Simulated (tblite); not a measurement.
# C5H9BCl2: the cost of one run

The runs use tblite 0.8.0 and PySCF 2.14.0, with density-fitted response routines of our own; the level of theory stands in each step. All values are computed, except where a source is named. Atoms count from 0, in the outputs and in this text.

## 1. The molecule as given

17 atoms, charge 0, multiplicity 1; geometry from: force field or distance geometry start.

Bonds of the start (Å): C0–C1 1.51, C1–C2 1.34, C2–C3 1.52, C3–C4 1.55, C3–B5 1.60, B5–Cl6 1.85, B5–Cl7 1.83, C0–H8 1.11, C0–H9 1.10, C0–H10 1.10, C1–H11 1.08, C2–H12 1.09, C3–H13 1.11, C4–H14 1.11, C4–H15 1.12, C4–H16 1.11.

## 2. Relaxing the molecule with GFN2-xTB

The job: settings as JSON, then the geometry in Å.

```
{"job": {"kind": "relax", "xc": "GFN2-xTB", "basis": "xTB"}, "charge": 0, "multiplicity": 1}
C      2.740400     0.586300    -0.432200
C      1.331500     0.197600    -0.811500
C      0.432100    -0.085100     0.144700
C     -0.988200    -0.470500    -0.230200
C     -1.684200    -1.155800     0.970900
B     -1.823000     0.806200    -0.701000
Cl    -2.048100     2.254000     0.425600
Cl    -2.456200     0.901200    -2.419400
H      2.717800     1.515200     0.177600
H      3.321300     0.772400    -1.346500
H      3.211400    -0.225800     0.149300
H      1.065300     0.130000    -1.851700
H      0.700500    -0.015600     1.200000
H     -0.950000    -1.212200    -1.059800
H     -2.714200    -1.459800     0.681900
H     -1.746600    -0.467300     1.849000
H     -1.116800    -2.058600     1.268500
```

Run with:

```bash
$ OMP_NUM_THREADS=1 python probes_run.py task.json out
```

This one command runs all jobs of the session in turn.

Q: Estimate the wall time and peak memory of this first job on 1 thread of Arm Neoverse N1, shared host.

About 1.7 s, with a peak of 0.18 GiB.
